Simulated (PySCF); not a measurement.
# One shape, several levels: singlet AlHBr+

Wanted: a comparison of 3 runs (B3LYP/STO-3G, M06-2X/STO-3G, PBE/STO-3G) of singlet AlHBr+. 

The calculation is run with PySCF 2.14.0.

41 further runs of the same task are left out: 30 for a known fault of the program, 11 set aside as unsound or not needed.

## (1) Starting point

The species is AlHBr+ (3 atoms), meant as a singlet with charge +1. SMILES of the parent species: `[AlH][Br]`. The coordinates come from a PBE0-D4/def2-TZVP relaxation. That shape belongs to the parent species and isn't relaxed for this state.

Bond lengths: Al1–Br2 2.275 Å, Al1–H3 1.602 Å. Angles: Br2–Al1–H3 115.7°.

## (2) A single-point energy at B3LYP/STO-3G (run 1)

run.py

```python
from pyscf import gto, dft

mol = gto.M(
    atom='''
Al    -0.560682    -1.186748    -0.451834
Br     2.994271     0.016252     1.646140
H     -2.454565     1.048042    -1.219440
''',
    spin=0,
    charge=1,
    basis='sto-3g',
    max_memory=1860,
    unit='bohr',
    verbose=3,
)

ks = dft.RKS(mol, xc='b3lyp')
ks.grids.level = 5
ks.conv_tol = 1e-10
ks.kernel()
if not ks.converged:
    ks = ks.newton().run(ks.mo_coeff, ks.mo_occ)

energy = ks.e_tot
print('Final energy', energy)
```

Started as:

```sh
$ OMP_NUM_THREADS=1 python run.py
```

What it wrote:

```text
converged SCF energy = -2785.89385357692
Final energy -2785.8938535769194
```

Run time: 2.5 s. Hardware: 1 thread of Arm Neoverse V2, shared host; peak memory 0.22 GiB.

## (3) A single-point energy at M06-2X/STO-3G (run 2)

input.py

```python
from pyscf import gto, dft

mol = gto.M(
    atom='Al -0.296700 -0.628000 -0.239100; Br 1.584500 0.008600 0.871100; H -1.298900 0.554600 -0.645300',
    basis='sto-3g',
    spin=0,
    verbose=4,
    max_memory=1860,
    charge=1,
)

ks = dft.RKS(mol)
ks.xc = 'm06-2x'
ks.conv_tol = 1e-10
ks.grids.level = 5
ks.kernel()
if not ks.converged:
    ks = ks.newton().run(ks.mo_coeff, ks.mo_occ)

e_tot = ks.e_tot
print(f'total energy: {e_tot:.8f} hartree')
```

Started as:

```sh
$ OMP_NUM_THREADS=1 python input.py
```

What it wrote:

```text
PySCF version 2.14.0

[INPUT] num. atoms = 3
[INPUT] num. electrons = 48
[INPUT] charge = 1
[INPUT] spin (= nelec alpha-beta = 2S) = 0
[INPUT] symmetry False subgroup None
[INPUT] Mole.unit = angstrom
[INPUT] Symbol           X                Y                Z      unit          X                Y                Z       unit  Magmom
[INPUT]  1 Al    -0.296700000000  -0.628000000000  -0.239100000000 AA   -0.560681741158  -1.186748006227  -0.451833516384 Bohr   0.0
[INPUT]  2 Br     1.584500000000   0.008600000000   0.871100000000 AA    2.994271044373   0.016251644671   1.646140427109 Bohr   0.0
[INPUT]  3 H     -1.298900000000   0.554600000000  -0.645300000000 AA   -2.454565263198   1.048042108684  -1.219440268182 Bohr   0.0

nuclear repulsion = 115.724118800114
number of shells = 14
number of NR pGTOs = 84
number of NR cGTOs = 28
basis = sto-3g
ecp = {}

******** <class 'pyscf.dft.rks.RKS'> ********
method = RKS
initial guess = minao
damping factor = 0
level_shift factor = 0
DIIS = <class 'pyscf.scf.diis.CDIIS'>
diis_start_cycle = 1
diis_space = 8
diis_damp = 0
SCF conv_tol = 1e-10
SCF conv_tol_grad = None
SCF max_cycles = 50
direct_scf = True
direct_scf_tol = 1e-13
XC library pyscf.dft.libxc version 7.0.0
    S. Lehtola, C. Steigemann, M. J.T. Oliveira, and M. A.L. Marques.,  SoftwareX 7, 1–5 (2018)
XC functionals = m06-2x
    Y. Zhao and D. G. Truhlar.,  Theor. Chem. Acc. 120, 215 (2008)
    Y. Zhao and D. G. Truhlar.,  Theor. Chem. Acc. 120, 215 (2008)
radial grids:
    Treutler-Ahlrichs [JCP 102, 346 (1995); DOI:10.1063/1.469408] (M4) radial grids

becke partition: Becke, JCP 88, 2547 (1988); DOI:10.1063/1.454033
pruning grids: <function nwchem_prune>
grids dens level: 5
symmetrized grids: False
atomic radii adjust function: <function treutler_atomic_radii_adjust>
small_rho_cutoff = 0
Set gradient conv threshold to 1e-05
Initial guess from minao.
tot grids = 111328
init E= -2782.30664595281
  HOMO = -0.488707060560588  LUMO = -0.192622757175  gap/eV = 8.05686
cycle= 1 E= -2785.7856224807  delta_E= -3.48  |g|= 0.414  |ddm|= 1.92
  HOMO = -0.361852356095976  LUMO = -0.306729591781247  gap/eV = 1.49997
cycle= 2 E= -2785.11432112566  delta_E= 0.671  |g|= 1.33  |ddm|= 3.44
  HOMO = -0.443202801750624  LUMO = -0.294026955093469  gap/eV = 4.05928
cycle= 3 E= -2785.93602021471  delta_E= -0.822  |g|= 0.0469  |ddm|=  2.4
  HOMO = -0.476118485691666  LUMO = -0.261063317441722  gap/eV = 5.85195
cycle= 4 E= -2785.93784869716  delta_E= -0.00183  |g|= 0.00941  |ddm|= 0.154
  HOMO = -0.479317156963232  LUMO = -0.261770684960668  gap/eV = 5.91974
cycle= 5 E= -2785.93797511651  delta_E= -0.000126  |g|= 0.00299  |ddm|= 0.0461
  HOMO = -0.477718712272698  LUMO = -0.262431229851803  gap/eV = 5.85827
cycle= 6 E= -2785.93799225064  delta_E= -1.71e-05  |g|= 0.00124  |ddm|= 0.0177
  HOMO = -0.47739210452231  LUMO = -0.262805482325742  gap/eV = 5.83920
cycle= 7 E= -2785.93799573179  delta_E= -3.48e-06  |g|= 0.000208  |ddm|= 0.0107
  HOMO = -0.47740526543399  LUMO = -0.262784122641627  gap/eV = 5.84014
cycle= 8 E= -2785.93799584078  delta_E= -1.09e-07  |g|= 4.71e-05  |ddm|= 0.00186
  HOMO = -0.477396865281299  LUMO = -0.262799115161639  gap/eV = 5.83950
cycle= 9 E= -2785.93799584576  delta_E= -4.97e-09  |g|= 1.13e-05  |ddm|= 0.000463
  HOMO = -0.47739491699505  LUMO = -0.26279853572602  gap/eV = 5.83946
cycle= 10 E= -2785.93799584591  delta_E= -1.53e-10  |g|= 1.89e-06  |ddm|= 5.13e-05
  HOMO = -0.477395188841383  LUMO = -0.262798068735004  gap/eV = 5.83949
cycle= 11 E= -2785.93799584592  delta_E= -1.09e-11  |g|= 5.87e-08  |ddm|= 1.24e-05
  HOMO = -0.47739518397275  LUMO = -0.262798063693865  gap/eV = 5.83949
Extra cycle  E= -2785.93799584592  delta_E= 9.09e-13  |g|= 1.58e-08  |ddm|= 1.76e-07
converged SCF energy = -2785.93799584592
total energy: -2785.93799585 hartree
```

It took 3.9 s on 1 thread of Arm Neoverse V2, shared host; peak memory 0.22 GiB.

## (4) The energy at PBE/STO-3G (run 3)

input.py

```python
from pyscf import gto, dft

system = gto.M(
    atom='Al -0.296700 -0.628000 -0.239100; Br 1.584500 0.008600 0.871100; H -1.298900 0.554600 -0.645300',
    basis='sto-3g',
    verbose=3,
    charge=1,
    max_memory=1860,
    spin=0,
)

ks = dft.RKS(system, xc='pbe')
ks.conv_tol = 1e-10
ks.grids.level = 5
ks.kernel()
if not ks.converged:
    ks = ks.newton().run(ks.mo_coeff, ks.mo_occ)

e_final = ks.e_tot
print(f'total energy: {e_final:.8f} hartree')
```

Started as:

```sh
$ OMP_NUM_THREADS=1 python input.py
```

What it wrote:

```text
converged SCF energy = -2785.31494955807
total energy: -2785.31494956 hartree
```

Wall time 2.5 s (1 thread of Arm Neoverse V2, shared host); peak memory 0.22 GiB.

## (5) All runs side by side

```csv
run,level,energy (Eh),HOMO energy (eV),LUMO energy (eV),HOMO–LUMO gap (eV),wall time
1,B3LYP/STO-3G,-2785.893854,-11.71,-8.22,3.48,2.5 s
2,M06-2X/STO-3G,-2785.937996,-12.99,-7.15,5.84,3.9 s
3,PBE/STO-3G,-2785.314950,-10.79,-8.76,2.04,2.5 s
```

## (6) Results

```
            quantity           value
 run 3: total energy  -2785.31495 Eh
  run 3: HOMO energy       -10.79 eV
  run 3: LUMO energy        -8.76 eV
run 3: HOMO–LUMO gap         2.04 eV
```

What this shows: The HOMO–LUMO gap runs from 2.04 eV (PBE/STO-3G) to 5.84 eV (M06-2X/STO-3G). Totals of different functionals can't be ranked against each other. In runs 1, 2, 3 the basis is minimal, so the values are rough. All runs together took 9 s, the longest 3.9 s.
